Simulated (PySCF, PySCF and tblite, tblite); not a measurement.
# C₄H₁₀BN: a path driven as rotation about a bond, and NMR exchange, part 3 of 3

PySCF and tblite. Atoms count from 0. The steps go on from the part before.

## 18. Shieldings, end: PBE0/6-31++G**

What the job is given:

```
{"job": {"kind": "nmr", "xc": "PBE0", "basis": "6-31++G**", "pop": false}, "charge": 0, "multiplicity": 1}
C      2.289092    -0.825939    -0.957068
C      1.785269     0.052277    -0.075713
B      0.249679     0.298338     0.176922
C     -0.300375     1.757491     0.479959
N     -0.612730    -0.807517     0.099193
C     -2.054968    -0.841967     0.211319
H      3.364872    -0.944446    -1.129378
H      1.637824    -1.461149    -1.570610
H      2.507010     0.680819     0.465771
H     -0.824613     2.160012    -0.406599
H     -1.027510     1.780226     1.309989
H      0.506824     2.466660     0.720385
H     -0.193862    -1.718946    -0.061218
H     -2.532773    -1.202265    -0.717979
H     -2.390243    -1.500966     1.032348
H     -2.442942     0.165282     0.412413
```

Log:

```text
coarse grid: 12696 points
cycle   1  E = -237.7827749368  dE =  3.809e-01  |g| = 4.699e-01  |ddm| = 3.519e+00
cycle   2  E = -237.7672024997  dE =  1.557e-02  |g| = 5.314e-01  |ddm| = 1.679e+00
cycle   3  E = -237.8439568708  dE = -7.675e-02  |g| = 7.999e-02  |ddm| = 1.055e+00
cycle   4  E = -237.8454038305  dE = -1.447e-03  |g| = 3.111e-02  |ddm| = 1.097e-01
cycle   5  E = -237.8456525918  dE = -2.488e-04  |g| = 5.905e-03  |ddm| = 3.388e-02
cycle   6  E = -237.8456593113  dE = -6.719e-06  |g| = 2.770e-03  |ddm| = 8.905e-03
final grid: 120752 points
cycle   7  E = -237.7945171313  dE = -3.173e-05  |g| = 1.084e-02  |ddm| = 5.460e-02
cycle   8  E = -237.7944953020  dE =  2.183e-05  |g| = 1.472e-02  |ddm| = 2.409e-02
cycle   9  E = -237.7945454923  dE = -5.019e-05  |g| = 1.745e-03  |ddm| = 1.464e-02
cycle  10  E = -237.7945462759  dE = -7.835e-07  |g| = 1.954e-04  |ddm| = 2.345e-03
cycle  11  E = -237.7945462818  dE = -5.916e-09  |g| = 1.274e-04  |ddm| = 3.880e-04
cycle  12  E = -237.7945462858  dE = -4.044e-09  |g| = 2.905e-05  |ddm| = 1.587e-04
cycle  13  E = -237.7945462861  dE = -2.184e-10  |g| = 5.706e-06  |ddm| = 5.200e-05
converged SCF energy = -237.7945462861

GIAO shielding tensors (ppm)
atom      isotropic    diamagn.    paramagn.     s11        s22        s33       span
  0 C       73.390     256.947    -183.557    -31.751     77.590    174.331    206.082
  1 C       53.623     261.568    -207.945    -60.628     46.215    175.281    235.909
  2 B       75.597     181.609    -106.013     44.784     60.909    121.097     76.312
  3 C      194.592     258.194     -63.603    187.797    194.592    201.386     13.588
  4 N      171.533     332.376    -160.844     90.220    198.119    226.260    136.039
  5 C      164.640     243.280     -78.640    143.176    155.903    194.841     51.665
  6 H       25.551      27.778      -2.227     23.222     24.667     28.763      5.541
  7 H       25.563      32.909      -7.346     22.286     24.902     29.501      7.215
  8 H       24.583      29.644      -5.061     21.179     24.561     28.007      6.828
  9 H       31.121      32.254      -1.133     27.169     29.239     36.953      9.784
 10 H       30.863      32.437      -1.575     26.293     30.047     36.248      9.954
 11 H       30.908      31.990      -1.082     26.758     28.973     36.993     10.235
 12 H       27.471      35.267      -7.797     20.599     28.706     33.107     12.509
 13 H       28.738      29.339      -0.601     24.137     26.752     35.324     11.187
 14 H       28.681      29.100      -0.420     24.327     26.473     35.242     10.915
 15 H       28.365      30.320      -1.955     23.752     29.601     31.742      7.990
```

Wall time 12 s (1 thread of Intel Xeon 6975P-C, shared host); peak memory 0.75 GiB.

This run: HOMO -7.05 eV, LUMO -0.51 eV; dipole 1.44 D.

## 19. Single-point energy, minimum 1: PBE0/6-31++G**

What the job is given:

```
{"job": {"kind": "sp", "xc": "PBE0", "basis": "6-31++G**", "pop": false}, "charge": 0, "multiplicity": 1}
C      2.381114    -0.971407    -0.502282
C      1.701909     0.186213    -0.524207
B      0.208056     0.367181    -0.057688
C     -0.261237     1.693748     0.680413
N     -0.687922    -0.687067    -0.299817
C     -2.079140    -0.797656     0.082490
H      3.432018    -1.049905    -0.803280
H      1.915817    -1.903308    -0.157235
H      2.257030     1.080745    -0.841785
H     -1.168797     2.128646     0.226180
H     -0.510980     1.484884     1.736585
H      0.517495     2.472059     0.682296
H     -0.339955    -1.491384    -0.813475
H     -2.740331    -0.922630    -0.794038
H     -2.255569    -1.656974     0.754905
H     -2.398611     0.108533     0.614016
```

Log:

```text
coarse grid: 12696 points
cycle   1  E = -237.7823523677  dE =  3.805e-01  |g| = 4.697e-01  |ddm| = 3.521e+00
cycle   2  E = -237.7667900240  dE =  1.556e-02  |g| = 5.312e-01  |ddm| = 1.678e+00
cycle   3  E = -237.8434939892  dE = -7.670e-02  |g| = 7.999e-02  |ddm| = 1.052e+00
cycle   4  E = -237.8449413173  dE = -1.447e-03  |g| = 3.112e-02  |ddm| = 1.095e-01
cycle   5  E = -237.8451903427  dE = -2.490e-04  |g| = 5.901e-03  |ddm| = 3.370e-02
cycle   6  E = -237.8451970493  dE = -6.707e-06  |g| = 2.770e-03  |ddm| = 8.915e-03
final grid: 120752 points
cycle   7  E = -237.7944955380  dE = -3.644e-05  |g| = 1.040e-02  |ddm| = 5.779e-02
cycle   8  E = -237.7944762435  dE =  1.929e-05  |g| = 1.399e-02  |ddm| = 2.308e-02
cycle   9  E = -237.7945218500  dE = -4.561e-05  |g| = 1.736e-03  |ddm| = 1.391e-02
cycle  10  E = -237.7945226224  dE = -7.724e-07  |g| = 2.043e-04  |ddm| = 2.328e-03
cycle  11  E = -237.7945226292  dE = -6.788e-09  |g| = 1.332e-04  |ddm| = 4.219e-04
cycle  12  E = -237.7945226336  dE = -4.403e-09  |g| = 2.990e-05  |ddm| = 1.702e-04
cycle  13  E = -237.7945226338  dE = -2.327e-10  |g| = 5.771e-06  |ddm| = 5.575e-05
converged SCF energy = -237.7945226338
```

Run time: 6.4 s. Hardware: 1 thread of Intel Xeon 6975P-C, shared host; peak memory 0.58 GiB.

This run: HOMO -7.05 eV, LUMO -0.51 eV; dipole 1.45 D.

Single-point energy, saddle of leg 2: PBE0/6-31++G**:

What the job is given:

```
{"job": {"kind": "sp", "xc": "PBE0", "basis": "6-31++G**", "pop": false}, "charge": 0, "multiplicity": 1}
C      2.358362    -0.962802    -0.746331
C      1.765171     0.151423    -0.290687
B      0.234372     0.335300     0.058581
C     -0.304522     1.733368     0.590460
N     -0.640508    -0.750543    -0.107600
C     -2.063978    -0.809035     0.146074
H      3.430211    -1.015547    -0.967675
H      1.802067    -1.892368    -0.925207
H      2.417938     1.023992    -0.147789
H     -1.081770     2.148990    -0.075632
H     -0.772017     1.636968     1.586794
H      0.492018     2.488458     0.674489
H     -0.259151    -1.627275    -0.449657
H     -2.637104    -1.053451    -0.766763
H     -2.317470    -1.568530     0.907910
H     -2.423620     0.161052     0.513034
```

Log:

```text
coarse grid: 12696 points
cycle   1  E = -237.7807283642  dE =  3.816e-01  |g| = 4.727e-01  |ddm| = 3.658e+00
cycle   2  E = -237.7634533216  dE =  1.728e-02  |g| = 5.396e-01  |ddm| = 1.765e+00
cycle   3  E = -237.8423084271  dE = -7.886e-02  |g| = 8.707e-02  |ddm| = 1.149e+00
cycle   4  E = -237.8440911550  dE = -1.783e-03  |g| = 3.042e-02  |ddm| = 1.202e-01
cycle   5  E = -237.8443298503  dE = -2.387e-04  |g| = 6.227e-03  |ddm| = 3.241e-02
cycle   6  E = -237.8443375020  dE = -7.652e-06  |g| = 2.805e-03  |ddm| = 9.189e-03
final grid: 120752 points
cycle   7  E = -237.7933288678  dE = -3.553e-05  |g| = 1.027e-02  |ddm| = 8.333e-02
cycle   8  E = -237.7933108197  dE =  1.805e-05  |g| = 1.371e-02  |ddm| = 2.255e-02
cycle   9  E = -237.7933545815  dE = -4.376e-05  |g| = 1.689e-03  |ddm| = 1.280e-02
cycle  10  E = -237.7933553087  dE = -7.272e-07  |g| = 1.971e-04  |ddm| = 2.727e-03
cycle  11  E = -237.7933553147  dE = -5.998e-09  |g| = 1.295e-04  |ddm| = 4.120e-04
cycle  12  E = -237.7933553189  dE = -4.190e-09  |g| = 3.223e-05  |ddm| = 1.681e-04
cycle  13  E = -237.7933553192  dE = -2.666e-10  |g| = 5.479e-06  |ddm| = 6.527e-05
converged SCF energy = -237.7933553192
```

It took 6.5 s on 1 thread of Intel Xeon 6975P-C, shared host; peak memory 0.57 GiB.

In short: HOMO -6.97 eV, LUMO -0.75 eV; dipole 1.44 D.

## 20. Second level: PBE0/6-31++G** + D3(BJ)

What the job is given:

```
{"job": {"smiles": "C=CB(C)NC", "charge": 0, "mult": 1, "motion": "rotation", "what": "aryl or vinyl borane", "atoms": [2, 1], "drives": [{"terms": [["t", [3, 2, 1, 0], 0.25], ["t", [3, 2, 1, 8], 0.25], ["t", [4, 2, 1, 0], 0.25], ["t", [4, 2, 1, 8], 0.25]], "by": 180, "n": 12}], "study": "path", "level": {"kind": "nmr", "xc": "PBE0", "basis": "6-31++G**", "wide": true}, "fields": [90, 250, 500], "first": 0, "seed": 925, "refine": {"xc": "B3LYP", "basis": "def2-SVP"}, "kind": "pathvar"}, "charge": 0, "multiplicity": 1}
C      2.728546    -0.024236    -0.345159
C      1.521654    -0.457603    -0.690019
B      0.154353    -0.020095    -0.061625
C      0.025758     1.093967     1.065960
N     -0.976432    -0.665258    -0.544823
C     -2.357790    -0.488541    -0.166365
H      3.635042    -0.372086    -0.818725
H      2.867869     0.704645     0.436920
H      1.482032    -1.195959    -1.488582
H     -0.611400     1.915308     0.741019
H     -0.419161     0.689220     1.973937
H      0.982594     1.524943     1.344459
H     -0.872201    -1.371286    -1.260838
H     -2.961911    -0.187030    -1.027627
H     -2.774912    -1.418147     0.233339
H     -2.431639     0.281104     0.596719
```

Log:

```text
stationary points (kcal/mol above the start)
  n  kind          group   xTB      DFT    lowest mode
  0  minimum      C1       0.00     0.00      21.9
  1  saddle       C1       1.55     4.00     -76.8
  2  intermediate C1       0.13     1.44      72.4
  3  saddle       Cs       0.32     2.18     -66.3
  4  minimum      C1       0.13     1.42      72.1

GFN2-xTB energies: T/K, barrier G, reaction G (kcal/mol), k forward, k back (1/s)
 150.00     1.52     0.22   1.81e+10   3.77e+10
 200.00     1.63     0.24   6.39e+10   1.16e+11
 250.00     1.74     0.26   1.36e+11   2.29e+11
 298.15     1.85     0.27   2.22e+11   3.53e+11
 350.00     1.99     0.29   3.24e+11   4.92e+11
 400.00     2.12     0.30   4.26e+11   6.25e+11
 500.00     2.41     0.33   6.28e+11   8.76e+11

B3LYP-D3(BJ)/def2-SVP energies: T/K, barrier G, reaction G (kcal/mol), k forward, k back (1/s)
 150.00     4.13     1.32   2.97e+06    2.5e+08
 200.00     4.24     1.34   9.76e+07   2.86e+09
 250.00     4.35     1.36   8.11e+08   1.25e+10
 298.15     4.46     1.38   3.21e+09   3.28e+10
 350.00     4.60     1.39   9.27e+09   6.87e+10
 400.00     4.73     1.41   1.99e+10   1.17e+11
 500.00     5.02     1.43   5.76e+10   2.44e+11

BP86/pcSseg-1 + D3(BJ) energies: T/K, barrier G, reaction G (kcal/mol), k forward, k back (1/s)
 150.00     4.04     1.53   4.06e+06   6.92e+08
 200.00     4.14     1.55   1.22e+08   6.08e+09
 250.00     4.25     1.57   9.57e+08   2.26e+10
 298.15     4.37     1.59   3.63e+09   5.29e+10
 350.00     4.50     1.60   1.01e+10   1.01e+11
 400.00     4.64     1.62   2.11e+10   1.61e+11
 500.00     4.93     1.64    5.9e+10   3.08e+11

PBE0/6-31++G** + D3(BJ) energies: T/K, barrier G, reaction G (kcal/mol), k forward, k back (1/s)
 150.00     3.98     1.51   5.03e+06   8.03e+08
 200.00     4.08     1.53   1.43e+08   6.79e+09
 250.00     4.19     1.55   1.08e+09   2.46e+10
 298.15     4.31     1.57   4.01e+09   5.66e+10
 350.00     4.44     1.58    1.1e+10   1.07e+11
 400.00     4.58     1.60   2.26e+10   1.69e+11
 500.00     4.86     1.62   6.22e+10   3.19e+11
```

Wall time 9.3 min (1 thread of Intel Xeon 6975P-C, shared host); peak memory 0.75 GiB. This counts the runs that the step sums up.

Barriers by level (kcal/mol; entropies in cal/(mol K)). Zero-point and thermal terms come from xTB in every row. ΔG‡ leaves symmetry out; the rate counts one path and all 2 saddles; effective ΔG‡, where given, is the barrier that would give that rate by Eyring's equation alone:

```tsv
level	ΔE‡	with zero-point	ΔH‡	ΔS‡	ΔG‡ (298 K)	ΔE of reaction	k at 298 K (1/s)	effective ΔG‡
GFN2-xTB	1.55	1.30	0.84	-3.4	1.85	0.13	2.2e+11	1.97
B3LYP-D3(BJ)/def2-SVP	4.16	3.91	3.45	-3.4	4.46	1.23	3.2e+09	4.48
BP86/pcSseg-1 + D3(BJ)	4.07	3.82	3.36	-3.4	4.37	1.44	3.6e+09	4.41
PBE0/6-31++G** + D3(BJ)	4.00	3.76	3.29	-3.4	4.31	1.42	4e+09	4.35
```

## 21. What came out

This closing draws on all 3 parts.

| quantity | value |
| --- | --- |
| barrier (BP86/pcSseg-1 + D3(BJ)) | ΔE‡ 4.1, ΔG‡(298 K) 4.4 kcal/mol |
| barrier (GFN2-xTB) | ΔE‡ 1.6 kcal/mol |
| rate at 298 K | 3.6e+09 s⁻¹ |
| end of the path | 1.4 kcal/mol from the start |

In words: DFT puts the top 4.1 kcal/mol above the start (xTB: 1.6); the rate from the DFT barrier is 3.6e+09 s⁻¹ at 298 K. An error of 1.4 kcal/mol changes that rate tenfold.
